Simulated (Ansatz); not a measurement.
# NiMoIrPdW (P3m1) in Ansatz: notebook

The runs below take NiMoIrPdW through relaxation of cell and atoms, with BLYP, PBE, PBE+D3(BJ)-ATM.

All numbers are computed with Ansatz 0.2.0; they aren't measurements. Logs are shortened: lines on timing, memory, paths and dates and some standing lists are left out, and cuts for length are marked.

## (1) The crystal as given

The structure is trigonal, space group P3m1 (No. 156). The conventional cell has a = 2.761 Å, b = 2.761 Å, c = 11.341 Å, α = 90.00°, β = 90.00°, γ = 120.00°. Ni (site symmetry 3m) is surrounded by 3 W at 2.59 Å and 3 Pd at 2.68 Å and 6 Ni at 2.76 Å. Around Mo (site symmetry 3m) lie 3 Ir at 2.66 Å and 1 W at 2.66 Å and 6 Mo at 2.76 Å. Around Pd (site symmetry 3m) lie 3 Ni at 2.68 Å and 6 Pd at 2.76 Å and 3 Ir at 2.84 Å. Ir (site symmetry 3m) is surrounded by 3 Mo at 2.66 Å and 6 Ir at 2.76 Å and 3 Pd at 2.84 Å. Around W (site symmetry 3m) lie 3 Ni at 2.59 Å and 1 Mo at 2.66 Å and 6 W at 2.76 Å.

The cell was built by a generator and needn't be a form met in nature.

## (2) Relaxation of cell and atoms, BLYP, collinear spin, ferromagnetic start

File input.yaml:

```yaml
crystal:
  lattice:
    - [2.76078, 0.0, 0.0]
    - [-1.38039, 2.3909, 0.0]
    - [0.0, 0.0, 11.34051]
  atoms:
    - { symbol: Ni, position: [0.0, 0.0, 0.70917], spin: 1.0 }
    - { symbol: Mo, position: [0.66667, 0.33333, 0.29425], spin: 1.0 }
    - { symbol: Pd, position: [0.66667, 0.33333, 0.89901] }
    - { symbol: Ir, position: [0.0, 0.0, 0.10604], spin: 0.6 }
    - { symbol: W, position: [0.66667, 0.33333, 0.52921] }
hamiltonian:
  xc: blyp
  pseudopotentials: { kind: paw }
magnetization:
  spin_polarized: true
kpoints:
  mp_grid: { grid: [8, 8, 2] }
scf:
  occupations: { method: fermi_dirac, width: 0.05 }
output:
  forces: true
  stress: true
  eigenvalues: true
  write_density: true
  write_potential: true
  elf: true
  volumetric_format: npy
relax:
  f_tol: 0.01
  max_steps: 40
  cell: { stress_tol: 0.05 }
```

Potentials or basis: Ansatz PAW.

Started as:

```bash
$ ansatz run input.yaml --threads 8 --pin off --max-ram 20480MiB --backend cpu --events-out ev --progress --plain --runs-dir out
```

Standard output:

```text
Warning: the atoms were moved onto the symmetric positions of the space group found under crystal.symmetry.tolerance 1.0e-5 (fractional; no operation is sought that the atoms, as they stand in a round, miss by more than twice it, and no atom is moved by as much as it), and the run uses the moved positions. Before a round's move an operation carried an atom to 1.66e-5 Å from where it should land, the largest such distance. Atom 1 (counting from 0) moved farthest, by 1.59e-5 Å; the longest move in fractions of the cell, of whichever atom, is 0.47 of the tolerance, in 1 round. To run the atoms as typed, lower crystal.symmetry.tolerance until the operations that they miss are no longer found, or set crystal.symmetry.detect: false (a key that needs symmetry detection or time reversal refuses this as the deck is read). The positions used, in the order of the run's atom list: position: [4.884966061757638e-17, -7.401373893108076e-18, 0.70917]; position: [0.6666666666666667, 0.33333333333333337, 0.29425]; position: [0.6666666666666667, 0.33333333333333337, 0.89901]; position: [4.884966061757638e-17, -7.401373893108076e-18, 0.10604]; position: [0.6666666666666667, 0.33333333333333337, 0.52921]; The lattice was moved too: crystal.lattice keeps the space group found at crystal.symmetry.tolerance 1.0e-5 only nearly: the operation that it misses by the most changes a squared length by the fraction 4.07e-6. The run uses the lattice that is a stretch of the typed one, with no rotation, onto the one that keeps every operation to a double's rounding (on a very oblique basis the stretch itself rounds by more); the deck's lattice vector that moved farthest moved by 3.24e-6 Å. To run the lattice as typed, set crystal.symmetry.tolerance under 4.06e-6, the least fraction by which an operation that the lattice misses changes a squared length (the same key also sets how far an atom may lie from its image, so lowering it can lose operations that the atoms keep only within it), or set crystal.symmetry.detect: false, as for the atoms. crystal.lattice made exact, in Å and degrees: [[2.760776758607379, 0.0, 0.0], [-1.3803883793036895, 2.390902807131649, 0.0], [0.0, 0.0, 11.34051]]. Pasted over the deck's crystal.lattice, beside positions in fractional coordinates, it runs the same cell (given as lengths and angles, that cell in the form's own orientation, a rigid turn of the misfit's size from the one run here, for which a checkpoint.post_process_only pass over this run's state can be refused: where this run relaxes nothing, give such a pass this deck's own crystal.lattice, as typed; behind a relaxation, as crystal.lattice, the state's own cell, identity.cell in its checkpoint.json), and a matrix so pasted ends this notice, except on a very skew basis of the lattice, where the rounding of the pasted numbers themselves can read as a misfit: the cell is then moved again, and that move is told again. The lattice as run is in this notice's lattice.as_run_ang field (Run.prep()["deck_notices"] in Python, the deck_notice line of an events file, deck_notices of ansatz run --dry-run=json, or deck_notices in record.json in the deck's checkpoint.write directory).
Warning: RAYON_NUM_THREADS=8 ignored (pool sized by the plan → 8); use --threads N
Engine: ansatz 0.2.0, x86_64-unknown-linux-gnu
Pseudopotentials: kind: paw
Pseudopotential: Ni, paw, valence charge 18, recommended cutoff 420 eV (normal), Ni.paw.azcp
Pseudopotential: Mo, paw, valence charge 14, recommended cutoff 420 eV (normal), Mo.paw.azcp
Pseudopotential: Pd, paw, valence charge 18, recommended cutoff 420 eV (normal), Pd.paw.azcp
Pseudopotential: Ir, paw, valence charge 17, recommended cutoff 420 eV (normal), Ir.paw.azcp
Pseudopotential: W, paw, valence charge 14, recommended cutoff 420 eV (normal), W.paw.azcp
Functional definition: BLYP
  parameter beta = 0.0042
  parameter a = 0.04918
  parameter b = 0.132
  parameter c = 0.2533
  parameter d = 0.349
  exchange = b88_x(beta = beta)
  correlation = lyp_c(a = a, b = b, c = c, d = d)
Crystal: 5 atoms, lattice volume = 74.856 Å³
Basis set: ecut = 420 eV, 1483 PW (Γ), exchange–correlation on 40×40×160 points (8 copies of the dense FFT grid, shifted against one another)
Bands: 51, of which v1, the nominal top of the filled ones, is band 41 counted from 1 (40 counted from 0)
Symmetry: 6 space group operations
Space group: P3m1 (ITA 156), of the structure as read, at distance tolerance 4.2e-5 Å
Magnetic group: BNS 156.49 (UNI 1279), of the structure as read, at distance tolerance 4.2e-5 Å
k-points: 20 of 128 (time reversal used)
Non-local potential: Ni, projectors of the file, l = 0: 3, l = 1: 2, l = 2: 3, l = 3: 1
Non-local potential: Mo, projectors of the file, l = 0: 3, l = 1: 2, l = 2: 2, l = 3: 1
Non-local potential: Pd, projectors of the file, l = 0: 2, l = 1: 2, l = 2: 2, l = 3: 1
Non-local potential: Ir, projectors of the file, l = 0: 3, l = 1: 2, l = 2: 2, l = 3: 1
Non-local potential: W, projectors of the file, l = 0: 3, l = 1: 2, l = 2: 2, l = 3: 1
PAW form: soft (Blöchl's): semilocal exchange-correlation on the pseudo side does not see the compensation charge
PAW frozen core: Ni, regenerated for the run's functional, and the local potential with it (the file was generated under x = pbe(κ = 0.804, μ = 0.2195149727645171), c = pbe(β = 0.06672455060314922))
PAW frozen core: Mo, regenerated for the run's functional, and the local potential with it (the file was generated under x = pbe(κ = 0.804, μ = 0.2195149727645171), c = pbe(β = 0.06672455060314922))
PAW frozen core: Pd, regenerated for the run's functional, and the local potential with it (the file was generated under x = pbe(κ = 0.804, μ = 0.2195149727645171), c = pbe(β = 0.06672455060314922))
PAW frozen core: Ir, regenerated for the run's functional, and the local potential with it (the file was generated under x = pbe(κ = 0.804, μ = 0.2195149727645171), c = pbe(β = 0.06672455060314922))
PAW frozen core: W, regenerated for the run's functional, and the local potential with it (the file was generated under x = pbe(κ = 0.804, μ = 0.2195149727645171), c = pbe(β = 0.06672455060314922))
PAW one-centre angular grid: Ni, 590 points (default); XC on 64 Gauss nodes
[... 178 lines left out ...]
SCF converged after 19 iterations
Magnetization: 0.0000 μB (40.5000 up, 40.5000 down)
Absolute magnetization: 0.0000 μB (∫|ρ↑−ρ↓|, with the PAW one-centre terms)
Spin contamination: 0.0000 ħ² per cell (⟨S²⟩ above its minimum at these occupations)
Per-site moments (μB) at R_I (Å): [(1.5873387733293046e-8, 1.0771504582604894), (-8.778109121802625e-10, 1.1065761645583856), (1.170705872495123e-9, 1.1194416171200283), (-5.945600790748696e-10, 1.119958870325187), (4.554096307922162e-10, 1.0771504582604894)]
Free energy (F): -40173.698477 eV
Harris-Foulkes:  -40173.698477 eV  (|F-HF|=0.00e0)
Internal energy: -40173.656739 eV  (E = F + TS)
E sigma→0 (E₀):  -40173.677608 eV
Entropy (-TS):   -0.041738 eV (-8.348 meV/atom)
Fermi energy:    19.685771 eV
--- Per-component energies (eV) ---
  E_band       = -752.907285
  E_kinetic    = 2307.699830
  E_local      = -9730.499053  (includes V_loc(G=0)·N_el)
  E_nonlocal   = 1067.200248
  E_hartree    = 4011.059064
  E_xc         = -953.301845
  E_vxc        = -1063.679190  (∫ρ·V_xc dr)
  E_paw        = -26473.111628  (= ΣΔE_a)
  E_vpaw       = -1355.748153  (= ΣTr[D̂ρ^β])
  E_aug_tail   = 0.000680  (compensation charges beyond the density's cutoff)
  E_ewald      = -10403.223307
  E_core_change = 0.519272  (= ΣΔE_core)
  E_smearing   = -0.041738  (= −TS)
  E_closure    = -0.000000  (closes the sum)
  Σ components = -40173.698477   (vs F -40173.698477, Δ=0.00e0)
--- Forces (eV/Å), atoms counted from 1 ---
  atom   1  Ni    -0.00000000     0.00000000    -0.00509776
  atom   2  Mo    -0.00000000     0.00000000     0.00000325
  atom   3  Pd     0.00000000     0.00000000     0.00193938
  atom   4  Ir    -0.00000000    -0.00000000    -0.00100808
  atom   5  W     -0.00000000     0.00000000     0.00416415
  max |Σ_I F_I| component: 9.41e-7 eV/Å
--- Stress (GPa, compression-positive) ---
       -0.001743       0.000000       0.000000
        0.000000      -0.001743       0.000000
        0.000000       0.000000      -0.009183
  P = ⅓ Tr σ = -0.0042 GPa (-0.042 kbar)
--- Band table (eV; the first three rows and the last of 40) ---
  k-point 0 ↑: bands = ["-83.0129", "-72.6949", "-64.2978", "-54.2008", "-43.7224", "-43.3859", "-43.3859", "-41.4024", "-30.0554", "-29.8763", "-29.8763", "-29.4695", "-29.3614", "-29.3614", "-18.5545", "-17.9277", "-17.9277", "-15.4745", "-14.8982", "-14.8982", "11.3144", "12.1030", "13.8156", "14.2321", "15.1176", "16.5930", "16.6461", "16.6461", "17.0377", "17.1491", "17.1491", "17.9358", "17.9358", "18.0167", "18.1823", "18.1823", "18.2923", "18.2923", "18.8538", "18.8538", "18.9742", "19.5804", "19.5804", "19.8917", "19.8917", "20.0340", "21.5304", "21.5304", "23.0632", "23.0632", "28.0326"]
  k-point 1 ↑: bands = ["-83.0129", "-72.6949", "-64.2978", "-54.2008", "-43.7224", "-43.3859", "-43.3859", "-41.4024", "-30.0554", "-29.8763", "-29.8763", "-29.4695", "-29.3614", "-29.3614", "-18.5545", "-17.9277", "-17.9277", "-15.4745", "-14.8982", "-14.8982", "11.4240", "11.9061", "13.7947", "14.5228", "14.9895", "16.6462", "16.6462", "16.7284", "16.9833", "17.1510", "17.1510", "17.7649", "17.9136", "17.9136", "18.1655", "18.1655", "18.3750", "18.3750", "18.7634", "18.7738", "18.7738", "19.6790", "19.6790", "19.8301", "19.8301", "20.4636", "21.5241", "21.5241", "23.0671", "23.0671", "27.2106"]
  k-point 2 ↑: bands = ["-83.0124", "-72.6910", "-64.2938", "-54.1882", "-43.7217", "-43.3921", "-43.3875", "-41.3790", "-30.0496", "-29.9141", "-29.8856", "-29.4626", "-29.4232", "-29.3766", "-18.5325", "-18.0822", "-17.9633", "-15.4519", "-15.0584", "-14.9349", "11.8611", "12.6570", "14.2341", "14.6311", "15.4903", "16.2798", "16.4496", "16.9356", "17.0486", "17.0920", "17.4119", "17.6218", "17.7629", "17.8955", "17.9029", "18.2512", "18.2960", "18.3265", "18.3965", "18.7568", "18.9772", "19.2488", "19.3955", "19.8441", "20.2499", "20.9924", "21.4601", "22.4102", "22.9492", "22.9503", "28.3914"]
  k-point 19 ↓: bands = ["-83.0086", "-72.6650", "-64.2675", "-54.1053", "-43.7172", "-43.4206", "-43.4096", "-41.2234", "-30.0855", "-30.0182", "-30.0140", "-29.7011", "-29.5928", "-29.4168", "-18.7530", "-18.4860", "-18.3871", "-15.7588", "-15.4794", "-15.3021", "14.8443", "15.0750", "15.4317", "15.7696", "15.9690", "16.3098", "16.3618", "16.5721", "16.8725", "17.1060", "17.1857", "17.2698", "17.5056", "17.8702", "18.0977", "18.6235", "18.9003", "19.2721", "19.5559", "19.7757", "20.0532", "20.3872", "20.7765", "20.8236", "22.5254", "24.0721", "24.6713", "25.4319", "25.5712", "26.9242", "27.3386"]
--- Relaxed structure (6 steps of the walk, 5 accepted, 1 SCFs on fresh bases) ---
  F+E_penalty+E_count = -40173.69847654 eV   max|allowed force component| = 5.098e-3 eV/Å   (the final SCF, on the basis selected at the relaxed cell)
  cell:  # Å, volume = 78.4435 Å³
    - [2.808717247773925, -2.153171136613092e-32, 1.2124855311335948e-17]
    - [-1.4043586238869625, 2.4324204886197305, -6.0624276556679946e-18]
    - [4.980556377043635e-17, -1.2369004658103113e-31, 11.481807495673262]
  atoms:
    - { symbol: Ni, position: [4.8122741253460874e-17, -7.401373893108072e-18, 0.7079745374491178] }
    - { symbol: Mo, position: [0.6666666666666666, 0.3333333333333333, 0.2960757211856317] }
    - { symbol: Pd, position: [0.6666666666666666, 0.3333333333333333, 0.8974935772111031] }
    - { symbol: Ir, position: [4.908102761617968e-17, -7.401373893108062e-18, 0.10642049692441026] }
    - { symbol: W, position: [0.6666666666666666, 0.3333333333333333, 0.529715667229737] }
```

Run time: 14 s. Hardware: 8 threads of Intel Xeon 6975P-C (Granite Rapids), shared host; peak memory 0.7 GiB.

Results:

```yaml
Free_energy: -40173.6985 eV
Relaxed_volume: 15.69 Å³/atom
Relaxed_cell: a = 2.809 Å, b = 2.809 Å, c = 11.482 Å, α = 90.00°, β = 90.00°, γ = 120.00°
Space_group_after_relaxing_to_0.05_Å: P3m1 (No. 156)
Energy_gained_by_relaxing: 24.4 meV/atom
Ionic_steps: 6
Pressure_after_relaxing: 0.0 GPa
Largest_force_after_relaxing: 0.005 eV/Å
Band_gap_on_the_k_mesh: none (metal or under the smearing width)
Net_moment: 0.00 μB per cell
Absolute_moment: 0.00 μB per cell
```

Forces on the atoms (eV/Å):
```
Ni   0.000  0.000 -0.005
Mo   0.000  0.000  0.000
Pd   0.000  0.000  0.002
Ir   0.000  0.000 -0.001
W    0.000  0.000  0.004
```

The path:
```csv
step,energy change (eV),largest force (eV/Å),volume (Å³)
1,0.0000,0.5306,74.86
2,-0.1182,0.1016,78.86
3,-0.1206,0.0381,78.47
4,-0.1208,0.0087,78.43
5,-0.1208,0.0050,78.44
6,-0.1219,0.0051,78.44
```

Final structure:
```xyz
5
Lattice="2.8087 0.0000 0.0000 -1.4044 2.4324 0.0000 0.0000 0.0000 11.4818" Properties=species:S:1:pos:R:3 pbc="T T T"
Ni    0.0000    0.0000    8.1288
Mo    1.4044    0.8108    3.3995
Pd    1.4044    0.8108   10.3048
Ir    0.0000    0.0000    1.2219
W     1.4044    0.8108    6.0821
```

Caveat: the plane-wave basis is chosen anew once the cell has moved, so the energies of steps on either side of that aren't comparable; the PAW data sets come from PBE, with cores solved anew for the run's functional, which leaves a small shift of forces and pressure; the starting moments weren't kept. The run has no spin-orbit coupling, so splittings on Ir, W are missing.

## (3) Relaxation of cell and atoms, PBE, collinear spin, ferromagnetic start, target pressure 2 GPa, at which the enthalpy is minimised

input.yaml: that of step 2 with these lines changed.

```diff
@@ -12,3 +12,3 @@
 hamiltonian:
-  xc: blyp
+  xc: pbe
   pseudopotentials: { kind: paw }
@@ -24,6 +24,2 @@
   eigenvalues: true
-  write_density: true
-  write_potential: true
-  elf: true
-  volumetric_format: npy
 relax:
@@ -31,2 +27,2 @@
   max_steps: 40
-  cell: { stress_tol: 0.05 }
+  cell: { stress_tol: 0.05, p_target: 2.0 }
```

Potentials or basis: Ansatz PAW.

Started as:

```bash
$ ansatz run input.yaml --threads 8 --pin off --max-ram 20480MiB --backend cpu --events-out ev --progress --plain --runs-dir out
```

Standard output:

```text
[... 242 lines left out ...]
```

It took 17 s on 8 threads of Intel Xeon Platinum 8488C (Sapphire Rapids), shared host; peak memory 0.7 GiB.

What came out:

```yaml
Free_energy: -40087.5474 eV
Relaxed_volume: 14.82 Å³/atom
Relaxed_cell: a = 2.754 Å, b = 2.754 Å, c = 11.275 Å, α = 90.00°, β = 90.00°, γ = 120.00°
Space_group_after_relaxing_to_0.05_Å: P3m1 (No. 156)
Energy_change_on_relaxing_the_enthalpy_is_what_falls: +0.1 meV/atom
Ionic_steps: 5
Pressure_after_relaxing: 2.0 GPa
Largest_force_after_relaxing: 0.003 eV/Å
Band_gap_on_the_k_mesh: none (metal or under the smearing width)
Net_moment: 0.00 μB per cell
Absolute_moment: 0.00 μB per cell
```

Forces on the atoms (eV/Å):
```
Ni   0.000  0.000 -0.001
Mo   0.000  0.000 -0.001
Pd   0.000  0.000  0.000
Ir   0.000  0.000  0.003
W    0.000  0.000  0.000
```

The path:
| step | energy change (eV) | largest force (eV/Å) | volume (Å³) |
| --- | --- | --- | --- |
| 1 | 0.0000 | 0.2974 | 74.86 |
| 2 | -0.0012 | 0.0232 | 74.21 |
| 3 | 0.0002 | 0.0103 | 74.07 |
| 4 | 0.0000 | 0.0030 | 74.08 |
| 5 | 0.0003 | 0.0030 | 74.08 |

Final structure:
```
CELL_PARAMETERS angstrom
2.75428 0.00000 0.00000
-1.37714 2.38528 0.00000
0.00000 0.00000 11.27542
ATOMIC_POSITIONS crystal
Ni 0.00000 0.00000 0.71000
Mo 0.66667 0.33333 0.29519
Pd 0.66667 0.33333 0.89849
Ir 0.00000 0.00000 0.10427
W 0.66667 0.33333 0.52972
```

Levels at points of the mesh, in eV from the Fermi level:
Spin up:
```tsv
k point	band 36	band 37	band 38	band 39	band 40	band 41	band 42	band 43	band 44	band 45
(0.00, 0.00, 0.00)	-1.58	-1.45	-1.45	-0.97	-0.89	-0.89	-0.10	-0.10	0.09	0.25
(0.00, 0.00, -0.50)	-1.60	-1.35	-1.35	-1.10	-0.98	-0.98	0.01	0.01	0.18	0.18
(0.00, -0.50, 0.00)	-0.55	-0.49	-0.37	-0.05	0.98	1.00	1.22	2.04	2.10	2.87
(0.00, -0.50, -0.50)	-0.47	-0.37	-0.05	0.17	0.80	1.03	1.23	1.30	2.58	2.79
```
Spin down:
```tsv
k point	band 36	band 37	band 38	band 39	band 40	band 41	band 42	band 43	band 44	band 45
(0.00, 0.00, 0.00)	-1.58	-1.45	-1.45	-0.97	-0.89	-0.89	-0.10	-0.10	0.09	0.25
(0.00, 0.00, -0.50)	-1.60	-1.35	-1.35	-1.10	-0.98	-0.98	0.01	0.01	0.18	0.18
(0.00, -0.50, 0.00)	-0.55	-0.49	-0.37	-0.05	0.98	1.00	1.22	2.04	2.10	2.87
(0.00, -0.50, -0.50)	-0.47	-0.37	-0.05	0.17	0.80	1.03	1.23	1.30	2.58	2.79
```

Caveat: the plane-wave basis is chosen anew once the cell has moved, so the energies of steps on either side of that aren't comparable; the starting moments weren't kept. The run has no spin-orbit coupling, so splittings on Ir, W are missing.

[end of part 1 of 2]
